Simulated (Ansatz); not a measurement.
# TiHg: a relaxation

Aim: a sound relaxation of TiHg. The structure is shown as the input types it.

Computed with Ansatz 0.2.0 (DFT, PBEsol, all-electron LAPW, scalar-relativistic, unless a step's input says otherwise).

1 further run of the same task is left out (it didn't finish).

**1. Starting point**

Symmetry: P4/mmm, No. 123, tetragonal system. The conventional cell has a = 2.979 Å, b = 2.979 Å, c = 4.000 Å, α = 90.00°, β = 90.00°, γ = 90.00°. Ti (site symmetry 4/mmm) has 8 Hg at 2.90 Å and 4 Ti at 2.98 Å as nearest neighbours. Around Hg (site symmetry 4/mmm) lie 8 Ti at 2.90 Å and 4 Hg at 2.98 Å.

As a file:

```cif
data_structure
_symmetry_space_group_name_H-M 'P4/mmm'
_symmetry_Int_Tables_number 123
_cell_length_a 2.9786
_cell_length_b 2.9786
_cell_length_c 4.0002
_cell_angle_alpha 90.000
_cell_angle_beta 90.000
_cell_angle_gamma 90.000
_cell_volume 35.49
loop_
_atom_site_label
_atom_site_type_symbol
_atom_site_symmetry_multiplicity
_atom_site_Wyckoff_symbol
_atom_site_fract_x
_atom_site_fract_y
_atom_site_fract_z
_atom_site_occupancy
Ti1 Ti 1 d 0.50000 0.50000 0.50000 1
Hg1 Hg 1 a 0.00000 0.00000 0.00000 1
```

**2. The run**

Input file input.yaml:

```yaml
crystal:
  lattice:
    - [2.9786039824, 0.0, 0.0]
    - [0.0, 2.9786039824, 0.0]
    - [0.0, 0.0, 4.0001790273]
  atoms:
    - { symbol: Ti, position: [0.5, 0.5, 0.5] }
    - { symbol: Hg, position: [0.0, 0.0, 0.0] }
kpoints:
  mp_grid: { grid: [11, 11, 8] }
scf:
  occupations: { method: fermi_dirac, width: 0.3 }
  n_extra_bands: 0
  max_iter: 60
hamiltonian:
  xc: pbesol
  pseudopotentials: { kind: all_electron, lapw: { basis_error: 0.001 } }
output:
  forces: true
  stress: true
relax:
  f_tol: 0.005
  max_steps: 80
  cell: {}
```

Command:

```sh
$ ansatz run input.yaml --threads 1 --pin off --max-ram 2048MiB --backend cpu --events-out ev --progress --plain --runs-dir out
```

**Question.** How will this run end, and is anything wrong with its input?

The run ended at the input check. The line that matters: «inconsistent input (scf.n_extra_bands, scf.occupations.method): n_bands = 28 leaves no empty band above the 28 bands per channel that the deck's 56 electrons occupy ...»

In the input, scf.occupations.width is 0.3; scf.n_extra_bands is 0. There are no spare bands for the search of the Fermi level.

What to do: delete scf.n_extra_bands (the default then holds) and set scf.occupations.width to 0.05.
